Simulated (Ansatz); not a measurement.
# C2HF2In: basis-set convergence

Aim: see how fast density functionals converge with the basis set for C2HF2In.

Program: Ansatz 0.2.0, Gaussian basis. Level of theory: one geometry, several basis sets. These are calculated values, not measurements.

Plan: PBE0-D4/def2-SVP; ωB97M-V/def2-SVP; PBE0-D4/def2-QZVPP; ωB97M-V/def2-QZVPP; the functionals' def2-TZVPP values are taken from earlier runs.

## 1. Structure used throughout

The geometry comes from an earlier relaxation with PBE0-D4 in a triple-zeta def2 set; it is a stationary point. In takes the def2 core potential; no spin-orbit term is included.

6 atoms, charge 0, spin multiplicity 1.

Atoms are counted from 1 here; the program's logs count them from 0.

Bond lengths: F1–C2 1.269 Å, C2–C3 1.196 Å, C3–H6 1.071 Å, In4–F5 2.021 Å. Angles: F1–C2–C3 179.8°, C2–C3–H6 177.7°.

Geometry (Å):

```xyz
6

F     0.5261   -2.5568    0.7317
C     0.5019   -1.2884    0.6852
C     0.4813   -0.0935    0.6445
In   -1.3279    0.6612   -1.8478
F    -0.5769    2.2392   -0.8331
H     0.4375    0.9742    0.5733
```

## 2. PBE0-D4 in def2-SVP

Contents of in.yaml:

```yaml
crystal:
  periodic: [false, false, false]
  atoms:
    - {symbol: F, position_ang: [0.526079, -2.556780, 0.731657]}
    - {symbol: C, position_ang: [0.501899, -1.288373, 0.685242]}
    - {symbol: C, position_ang: [0.481317, -0.093465, 0.644540]}
    - {symbol: In, position_ang: [-1.327890, 0.661212, -1.847850]}
    - {symbol: F, position_ang: [-0.576941, 2.239177, -0.833084]}
    - {symbol: H, position_ang: [0.437536, 0.974229, 0.573293]}
basis:
  gaussian: {orbitals: def2-SVP}
hamiltonian: {xc: pbe0, dispersion: d4}
output: {orbitals: {seedname: orbitals}}
```

The run is started by

```console
$ ansatz run in.yaml --threads 2 --pin off --events-out ev --progress --plain --max-ram 4352MiB
```

After this run come: ωB97M-V in def2-SVP; PBE0-D4 in def2-QZVPP; ωB97M-V in def2-QZVPP.

Before running them: what should the planned runs give, taken together? Wanted: PBE0-D4: double and triple zeta above quadruple; ωB97M-V: double and triple zeta above quadruple.

As calculated:

| quantity | value |
| --- | --- |
| PBE0-D4: double and triple zeta above quadruple | 9.78, 0.45 eV |
| ωB97M-V: double and triple zeta above quadruple | 10.01, 0.42 eV |

For PBE0-D4 the step from double to triple zeta gains 9.33 eV and the next only 0.45 eV. Total energies overstate the basis error of differences, where much of it tends to cancel.
